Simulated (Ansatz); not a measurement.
# InCl3 (P6_3/mmc): Berry-phase polarisation, by script

Wanted for InCl3 (P6_3/mmc): a Berry-phase polarisation.

Program: Ansatz 0.2.0 through its Python package. Level of theory: DFT PBEsol, plane waves, PAW. These are calculated values, not measurements.

## Step 1: The system

Symmetry: P6_3/mmc, No. 194, hexagonal system. Conventional cell: a = 9.589 Å, b = 9.589 Å, c = 3.411 Å, α = 90.00°, β = 90.00°, γ = 120.00°. In (site symmetry -6m2) has 6 Cl at 2.56 Å as nearest neighbours. Cl (site symmetry mm2) is surrounded by 2 In at 2.56 Å.

No structure file is read: the coordinates are typed or built in the script.

## Step 2: The code

berry_incl3.py reads:

```python
"""Berry-phase polarisation of InCl3, and a Born charge from a small shift."""

import warnings

import ansatz
import numpy as np


def main() -> None:
    warnings.simplefilter("ignore", ansatz.DeckWarning)

    incl3 = (
        ansatz.Lattice.of([9.58868, 0.0, 0.0], [-4.79434, 8.30404, 0.0], [0.0, 0.0, 3.41145])
        .atom("In", [2 / 3, 1 / 3, 0.25])
        .atom("In", [1 / 3, 2 / 3, 0.75])
        .atom("Cl", [0.78184, 0.21816, 0.75])
        .atom("Cl", [0.43633, 0.21816, 0.75])
        .atom("Cl", [0.78184, 0.56367, 0.75])
        .atom("Cl", [0.21816, 0.78184, 0.25])
        .atom("Cl", [0.56367, 0.78184, 0.25])
        .atom("Cl", [0.21816, 0.43633, 0.25])
    )

    def solve(structure):
        return (
            structure.calculation()
            .functional(ansatz.Functional.PBESOL)
            .pseudopotentials("paw")
            .basis(510)
            .kpoints(mesh=(2, 2, 5))  # the mesh must be finer for metals
            .occupations("fixed")
            .polarization()
            .run()
            .polarization()
        )


    vectors = np.array(incl3.lattice.vectors)
    shifted = incl3.move(7, to=np.array(incl3.sites[7].position) + 0.03 * np.linalg.inv(vectors)[0])
    before, after = solve(incl3), solve(shifted)
    for label, p in (("as typed", before), ("shifted", after)):
        print(label, "reduced polarisation:", [round(axis.reduced, 4) for axis in p.axes], "modulo", p.modulus)
    # take the change on the nearest branch, then turn it into a dipole per cell
    change = np.array([b.reduced - a.reduced for a, b in zip(before.axes, after.axes)])
    change -= before.modulus * np.round(change / before.modulus)
    dipole = change @ vectors
    print("dipole change (e A):", np.round(dipole, 4) + 0.0)
    print("column of the Born charge of", incl3.sites[7].symbol, "for a shift along x:", np.round(dipole / 0.03, 2) + 0.0)


if __name__ == "__main__":
    main()
```

## Step 3: The input behind the calls

The package turns the script's settings into the engine's input (first run):

```yaml
crystal:
  lattice:
    - [9.58868, 0.0, 0.0]
    - [-4.79434, 8.30404, 0.0]
    - [0.0, 0.0, 3.41145]
  atoms:
    - { symbol: In, position: [0.6666666666666666, 0.3333333333333333, 0.25] }
    - { symbol: In, position: [0.3333333333333333, 0.6666666666666666, 0.75] }
    - { symbol: Cl, position: [0.78184, 0.21816, 0.75] }
    - { symbol: Cl, position: [0.43633, 0.21816, 0.75] }
    - { symbol: Cl, position: [0.78184, 0.56367, 0.75] }
    - { symbol: Cl, position: [0.21816, 0.78184, 0.25] }
    - { symbol: Cl, position: [0.56367, 0.78184, 0.25] }
    - { symbol: Cl, position: [0.21816, 0.43633, 0.25] }
basis:
  ecutwfc: 510.0
kpoints:
  mp_grid:
    grid: [2, 2, 5]
hamiltonian:
  xc: pbesol
  pseudopotentials:
    kind: paw
scf:
  occupations:
    method: fixed
output:
  polarization: {}
```

## Step 4: Running it

Command:

```
python berry_incl3.py
```

The program printed:

```text
as typed reduced polarisation: [34.0, 34.0, 34.0] modulo 1
shifted reduced polarisation: [33.9989, 34.0, 34.0] modulo 1
dipole change (e A): [-0.0102  0.0001  0.    ]
column of the Born charge of Cl for a shift along x: [-0.34  0.    0.  ]
```

It took 72 s on 1 thread of Arm Neoverse V1, shared host; peak memory 0.58 GiB.

## Step 5: Inputs of later runs

The engine's inputs for the other runs:

Run 2, against run 1:

```diff
@@ -14 +14 @@
-    - { symbol: Cl, position: [0.21816, 0.43633, 0.25] }
+    - { symbol: Cl, position: [0.22128868924606931, 0.43633, 0.25] }
```

Lines on the test bed's own set-up are left out of the output.

## Step 6: Run by run

One row for each of the 2 runs:

| run | space group | shift of atom 8 from run 1 (Å) | energy from run 1 (meV/atom) | gap on the mesh (eV) | SCF cycles | CPU time (s) |
| --- | --- | --- | --- | --- | --- | --- |
| 1 | P6_3/mmc | 0.000 | 0.00 | 3.13 | 7 | 21 |
| 2 | Pm | 0.030 | 0.08 | 3.13 | 7 | 51 |

## Step 7: What came out

| quantity | value |
| --- | --- |
| Born charge of Cl, column x | -0.34, 0, 0 e |
| runs compared | 2 |

What this shows: Both runs converged. This cell is a computed structure, which may not be the phase found in nature. Polarisation is defined up to a quantum, so only the change along a continuous path has meaning.
